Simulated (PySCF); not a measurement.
**IF: the SCF solver's settings**

Do solver options change the result for IF, or only the number of cycles?

The runs use PySCF 2.14.0; each script names its method and basis.

4 further runs of the same task are left out: 2 for a known fault of the program, 2 that didn't finish.

### 1 The starting structure

IF: 2 atoms, charge 0, spin multiplicity 1.

Bond lengths: I1–F2 1.925 Å.

### 2 The base run

input.py reads:

```python
from pyscf import gto, dft

mol = gto.M(
    atom='I 0 0 0; F 0 0 1.925',
    basis='lanl2dz',
    ecp={'I': 'lanl2dz'},
    charge=0,
    spin=0,
    verbose=4,
)
mf = dft.RKS(mol, xc='bhandhlyp')
mf.kernel()
mf.stability(internal=True, external=True)
mf.dip_moment()
print('orbital energies (hartree):', mf.mo_energy[..., max(0, mol.nelec[1]-3):mol.nelec[0]+3].round(4))
```

On the command line:

```
> OMP_NUM_THREADS=1 python input.py
```

Its log is not repeated here.

Base result: E(SCF) = -111.103406 Eh, 8 cycles, μ = 2.94 D, internal stable; real -> complex stable; RHF/RKS -> UHF/UKS stable.

The bond length is a typed value, not an optimised one.

### 3 Second-order solver on

Run 1 changes second-order solver: off → on.

input.py reads:

```python
from pyscf import gto, dft

mol = gto.M(
    atom='I 0 0 0; F 0 0 1.925',
    basis='lanl2dz',
    ecp={'I': 'lanl2dz'},
    charge=0,
    spin=0,
    verbose=4,
)
mf = dft.RKS(mol, xc='bhandhlyp')
mf = mf.newton()
mf.kernel()
mf.stability(internal=True, external=True)
mf.dip_moment()
print('orbital energies (hartree):', mf.mo_energy[..., max(0, mol.nelec[1]-3):mol.nelec[0]+3].round(4))
```

On the command line:

```
> OMP_NUM_THREADS=1 python input.py
```

### 4 Point-group symmetry on

Run 2 changes point-group symmetry: off → on.

input.py, as its differences from that of step 2:

```diff
@@ -8,2 +8,3 @@
     spin=0,
+    symmetry=True,
     verbose=4,
```

### 5 Level shift 0.3 hartree

Run 3 changes level shift: none → 0.3 hartree.

input.py, as its differences from that of step 2:

```diff
@@ -11,2 +11,3 @@
 mf = dft.RKS(mol, xc='bhandhlyp')
+mf.level_shift = 0.3
 mf.kernel()
```

### 6 Smearing width 0.2 hartree

Run 4 changes smearing width: none → 0.2 hartree; step after the SCF: stability → none.

input.py, as its differences from that of step 2:

```diff
@@ -1,2 +1,2 @@
-from pyscf import gto, dft
+from pyscf import gto, dft, scf
 
@@ -11,4 +11,4 @@
 mf = dft.RKS(mol, xc='bhandhlyp')
+mf = scf.addons.smearing_(mf, sigma=0.2, method='fermi')
 mf.kernel()
-mf.stability(internal=True, external=True)
 mf.dip_moment()
```

What does the calculation give? Wanted: for each run, E(SCF); from base; gap; SCF dipole; after the SCF.

**Answer**, as computed:

| run | E(SCF) (hartree) | from base (eV) | cycles | gap (eV) | SCF dipole (D) | after the SCF |
| --- | --- | --- | --- | --- | --- | --- |
| base | -111.103406 | 0 | 8 | 6.87 | 2.94 | stable |
| second-order solver on | -111.103406 | 0.0000 | 4 macro | 6.87 | 2.94 | stable |
| point-group symmetry on | -111.103406 | 0.0000 | 8 | 6.87 | 2.94 | stable (point group kept) |
| level shift 0.3 hartree | -111.103406 | 0.0000 | 10 | 6.87 | 2.94 | stable |
| smearing width 0.2 hartree (poor choice) | -110.340777 | not comparable | 12 | n/a | 0.95 | n/a |

Distance from each run's final energy (log10 hartree) by cycle:

| run | cycle 1 | cycle 2 | cycle 3 | cycle 5 | cycle 8 | cycle 12 |
| --- | --- | --- | --- | --- | --- | --- |
| base | -0.8 | -0.6 | -3.5 | -6.3 | < -11 | done |
| second-order solver on | -3.0 | -8.4 | < -11 | done | done | done |
| point-group symmetry on | -0.8 | -0.6 | -3.5 | -6.3 | < -11 | done |
| level shift 0.3 hartree | -1.2 | -1.5 | -2.9 | -5.3 | -8.3 | done |
| smearing width 0.2 hartree (poor choice) | -0.7 | -0.1 | -1.9 | -3.9 | -7.2 | -9.2 |

**Reading.** No change of the SCF energy comes from second-order solver on or point-group symmetry on or level shift 0.3 hartree. With point-group symmetry on, level shift 0.3 hartree the path hardly changes: 8 to 10 cycles against 8. Rows marked «poor choice» come from settings spoiled on purpose.
